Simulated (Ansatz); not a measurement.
# C₇H₁₂: up Jacob's ladder to CCSD(T)

An exercise on one series of results from a longer session: the logs are not shown, and one member is left open.

Method: functionals in def2-TZVPP, the program's frozen cores in correlated methods; program: Ansatz 0.2.0, Gaussian basis.

The runs, in order: LDA (SPW92), PBE-D4, revPBE-D4, BLYP-D4, r2SCAN-D4, B97M-V, PBE0-D4, B3LYP-D4, r2SCANh-D4, r2SCAN0-D4, HSE06-D4, BHLYP-D4, CAM-B3LYP-D4, LC-ωPBE, ωB97X-V, ωB97M-V, B2PLYP, PBE-QIDH; CCSD(T)/def2-SVP; CCSD(T)/def2-TZVPP; MP2/def2-QZVPP; extrapolation to the limit; RPA on PBE.

## The relaxed structure

The geometry comes from an earlier relaxation with PBE0-D4 in a triple-zeta def2 set; it is a stationary point, not always the lowest conformer.

SMILES `C#CCCCCC`, 19 atoms, charge 0, spin multiplicity 1.

Atoms are counted from 1 here; the program's logs count them from 0.

Bond lengths: C1–C2 1.201 Å, C1–H8 1.064 Å, C2–C3 1.453 Å, C3–C4 1.532 Å, C3–H9 1.095 Å, C3–H10 1.095 Å, C4–C5 1.521 Å, C4–H11 1.094 Å, C4–H12 1.096 Å, C5–C6 1.521 Å, C5–H13 1.096 Å, C5–H14 1.096 Å, C6–C7 1.519 Å, C6–H15 1.097 Å, C6–H16 1.095 Å, C7–H17 1.094 Å, C7–H18 1.094 Å, C7–H19 1.092 Å. Angles: C2–C1–H8 179.5°, C1–C2–C3 178.9°, C2–C3–C4 113.2°, C2–C3–H9 108.9°, C2–C3–H10 108.8°, C4–C3–H9 109.4°, C4–C3–H10 110.1°, H9–C3–H10 106.1°, C3–C4–C5 114.4°, C3–C4–H11 108.5°, C3–C4–H12 107.8°, C5–C4–H11 109.3°, C5–C4–H12 109.7°, H11–C4–H12 106.7°, C4–C5–C6 114.5°, C4–C5–H13 108.5°, C4–C5–H14 109.1°, C6–C5–H13 109.0° and more.

The first run:

File in.yaml:

```yaml
crystal:
  periodic: [false, false, false]
  atoms:
    - {symbol: C, position_ang: [0.715054, 2.164083, 2.268673]}
    - {symbol: C, position_ang: [0.824801, 1.959401, 1.090489]}
    - {symbol: C, position_ang: [0.931874, 1.700090, -0.335353]}
    - {symbol: C, position_ang: [-0.357293, 1.141125, -0.946555]}
    - {symbol: C, position_ang: [-0.845895, -0.151103, -0.310310]}
    - {symbol: C, position_ang: [0.121746, -1.317960, -0.430532]}
    - {symbol: C, position_ang: [-0.446569, -2.605873, 0.139718]}
    - {symbol: H, position_ang: [0.626340, 2.350222, 3.312537]}
    - {symbol: H, position_ang: [1.202508, 2.630116, -0.845511]}
    - {symbol: H, position_ang: [1.761767, 1.006947, -0.506875]}
    - {symbol: H, position_ang: [-1.138855, 1.902131, -0.865614]}
    - {symbol: H, position_ang: [-0.180089, 0.983057, -2.016047]}
    - {symbol: H, position_ang: [-1.798342, -0.429110, -0.775786]}
    - {symbol: H, position_ang: [-1.063661, 0.029661, 0.748330]}
    - {symbol: H, position_ang: [0.384222, -1.465169, -1.485418]}
    - {symbol: H, position_ang: [1.056468, -1.079240, 0.087642]}
    - {symbol: H, position_ang: [-0.690264, -2.489947, 1.199442]}
    - {symbol: H, position_ang: [-1.364933, -2.895264, -0.379048]}
    - {symbol: H, position_ang: [0.261132, -3.433176, 0.050230]}
basis:
  gaussian: {orbitals: def2-TZVPP}
hamiltonian: {xc: lda}
output: {orbitals: {seedname: orbitals}}
```

On the command line:

```
ansatz run in.yaml --threads 2 --pin off --events-out ev --progress --plain --max-ram 32768MiB --backend cuda --devices 0, --max-vram 18GiB
```

Among the steps run: LDA; PBE-D4 (GGA); revPBE-D4 (GGA); BLYP-D4 (GGA); r2SCAN-D4 (meta-GGA); B97M-V (meta-GGA); B3LYP-D4 (hybrid); r2SCANh-D4 (hybrid); r2SCAN0-D4 (hybrid); HSE06-D4 (hybrid); BHLYP-D4 (hybrid); CAM-B3LYP-D4 (range-separated); LC-ωPBE (range-separated); ωB97X-V (range-separated); ωB97M-V (range-separated); B2PLYP (double hybrid); PBE-QIDH (double hybrid).

One of the session's tables, all rows but one given; the rest of the session is left out.

It belongs to the step «Orbital energies across the functionals». 

```
  functional  HOMO (eV)  LUMO (eV)  gap (eV)
 LDA (SPW92)      -6.58      -0.18      6.40
      PBE-D4      -6.42       0.04      6.46
   revPBE-D4      -6.36       0.13      6.49
     BLYP-D4          ?          ?         ?
   r2SCAN-D4      -6.64       0.44      7.08
      B97M-V      -6.65       0.27      6.93
     PBE0-D4      -7.64       0.96      8.60
    B3LYP-D4      -7.41       0.66      8.08
  r2SCANh-D4      -7.10       0.78      7.88
  r2SCAN0-D4      -7.79       1.26      9.05
    HSE06-D4      -7.24       0.58      7.82
    BHLYP-D4      -8.73       1.69     10.42
CAM-B3LYP-D4      -9.02       1.83     10.85
     LC-ωPBE     -10.45       3.11     13.56
     ωB97X-V     -10.05       2.91     12.95
     ωB97M-V      -9.93       2.52     12.45
```

Q: Estimate the row for BLYP-D4 from the others.

Worked estimate for «HOMO (eV)». Against the share of exact exchange, B3LYP-D4 (0.2, -7.41), BHLYP-D4 (0.5, -8.73) give a slope of -4.40 per unit share; at 0 the line stands at -6.53.

The run gave: HOMO (eV): -6.27; LUMO (eV): 0.11; gap (eV): 6.38. In «HOMO (eV)» the line misses by -0.26.
